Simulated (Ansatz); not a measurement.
# Cl2H4N2Ti: the cost of one run

All numbers below are computed with Ansatz 0.2.0 (RKS BLYP-D4/def2-mTZVP).

1 further run of the same task is left out (it didn't finish).

## Step 1: The starting structure

Bond lengths: Ti1–N2 2.520 Å, Ti1–N3 1.712 Å, Ti1–H4 2.012 Å, Ti1–Cl5 2.142 Å, Ti1–Cl6 2.141 Å, N2–H7 1.012 Å, N2–H8 1.012 Å, N3–H9 1.018 Å. Angles: Ti1–N2–H7 126.0°, Ti1–N2–H8 124.2°, H7–N2–H8 108.7°, N2–Ti1–N3 73.6°, N2–Ti1–H4 32.1°, N2–Ti1–Cl5 119.0°, N2–Ti1–Cl6 115.3°, N3–Ti1–H4 41.5°, N3–Ti1–Cl5 116.3°, N3–Ti1–Cl6 115.6°, H4–Ti1–Cl5 125.7°, H4–Ti1–Cl6 122.0°, Cl5–Ti1–Cl6 112.1°, Ti1–N3–H9 164.7°.

As a file:

```xyz
9

Ti   -0.5032    0.4644    0.9240
N     1.4201   -0.3223   -0.5016
N    -1.1878   -0.1218   -0.5310
H     0.1105   -0.3591   -0.8058
Cl   -0.7264    2.5613    1.3002
Cl   -0.8886   -0.7144    2.6697
H     1.8639    0.2026   -1.2440
H     1.7378   -1.2822   -0.5492
H    -1.8262   -0.4284   -1.2623
```

## Step 2: A restrained relaxation towards end A

Springs on the bonds that form and break draw the guess towards this end; the thresholds are loose.

input.yaml reads:

```yaml
crystal:
  periodic: [false, false, false]
  atoms:
    - { symbol: Ti, position_ang: [-0.5032, 0.4644, 0.924] }
    - { symbol: "N", position_ang: [1.4201, -0.3223, -0.5016] }
    - { symbol: "N", position_ang: [-1.1878, -0.1218, -0.531] }
    - { symbol: H, position_ang: [0.1105, -0.3591, -0.8058] }
    - { symbol: Cl, position_ang: [-0.7264, 2.5613, 1.3002] }
    - { symbol: Cl, position_ang: [-0.8886, -0.7144, 2.6697] }
    - { symbol: H, position_ang: [1.8639, 0.2026, -1.244] }
    - { symbol: H, position_ang: [1.7378, -1.2822, -0.5492] }
    - { symbol: H, position_ang: [-1.8262, -0.4284, -1.2623] }
basis:
  gaussian: { orbitals: def2-mTZVP }
hamiltonian:
  xc: blyp
  dispersion: d4
relax:
  f_tol: 0.15
  max_steps: 25
  restrain:
    - { distance: [3, 1], at: 2.32, k: 30.0 }
    - { distance: [0, 1], at: 2.31, k: 30.0 }
    - { distance: [3, 2], at: 1.02, k: 30.0 }
output:
  orbitals: {}
```

Started as:

```console
$ ansatz run input.yaml --threads 4 --pin off --max-ram 5120MiB --backend cpu --events-out ev --progress --plain --runs-dir out
```

Q: Estimate wall time and peak memory on 4 threads of Arm Neoverse N1, shared host.

About 38 s, with a peak of 0.2 GiB.
